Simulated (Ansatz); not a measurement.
Task: a search for lower mean-field states of BrHSSi, SMILES S[Si]Br, with Ansatz 0.2.0, Python API. Give the script and its output. Level of theory (for the species named): Hartree-Fock, def2-SVP basis, multiplicity 1.

```csv
atom,x (Å),y (Å),z (Å)
S,-0.1746,0.9748,-0.6136
Si,-0.1784,-0.8546,0.4216
Br,1.8582,-1.2000,1.1223
H,-1.4497,1.0195,-0.9505
```

`states_brhssi.py`:
```python
"""Does a wider search find a lower mean-field state of BrHSSi?"""

import ansatz as az
import numpy as np

geometry_ang = [
    ("S", (-0.1746, 0.9748, -0.6136)),
    ("Si", (-0.1784, -0.8546, 0.4216)),
    ("Br", (1.8582, -1.2, 1.1223)),
    ("H", (-1.4497, 1.0195, -0.9505)),
]
molecule = az.Crystal.molecule()
for symbol, xyz in geometry_ang:
    molecule = molecule.atom(symbol, xyz)
symbols = [site.symbol for site in molecule.cartesian_sites]

start = np.array([site.position_ang for site in molecule.cartesian_sites])
for factor in [1.0, 1.25, 1.6]:
    xyz = (start - start.mean(axis=0)) * factor
    scaled = az.Crystal.molecule()
    for symbol, place in zip(symbols, xyz):
        scaled = scaled.atom(symbol, place.tolist())
    calc = scaled.calculation()
    calc = calc.basis(gaussian="def2-SVP")
    calc = calc.functional("hf")
    calc = calc.spin("collinear")
    for search in ("off", "standard"):
        try:
            r = calc.scf(lower_state_search=search).run(threads=1, backend="cpu").report
        except az.AnsatzError as error:
            print(f"x{factor} search {search}: {type(error).__name__}")
            continue
        state = r["mean_field"]["state"]
        print(f"all distances x{factor}, search {search:8s} E = {r['free_energy_ev']:.5f} eV  <S^2> = {abs(state['spin_squared']):.3f}  other states met: {len(r['mean_field']['others'])}")
```

```console
$ python states_brhssi.py
all distances x1.0, search off      E = -88681.06682 eV  <S^2> = 0.000  other states met: 0
all distances x1.0, search standard E = -88681.06812 eV  <S^2> = 0.051  other states met: 2
all distances x1.25, search off      E = -88678.33478 eV  <S^2> = 0.000  other states met: 0
all distances x1.25, search standard E = -88678.33478 eV  <S^2> = 0.000  other states met: 4
all distances x1.6, search off      E = -88672.00281 eV  <S^2> = 0.000  other states met: 0
all distances x1.6, search standard E = -88674.65169 eV  <S^2> = 2.399  other states met: 13
```

Reading the output:
- Total energies depend on the basis set; only differences at equal settings carry meaning.
- The count of other states can hold repeated and symmetry-equivalent ends of the search; scaling all distances is a test, and for more than two atoms no physical path.
- The geometry comes from a force field and isn't relaxed at this level.
- The expectation value of S² is noticeably off S(S+1) in at least one run, so that state is spin-contaminated.
- Finished in 68 s on 1 thread of Intel(R) Xeon(R) Platinum 8488C (Sapphire Rapids), on a shared host, peak memory 0.29 GiB.

(Lines on the test bed's own set-up are left out of the output.)
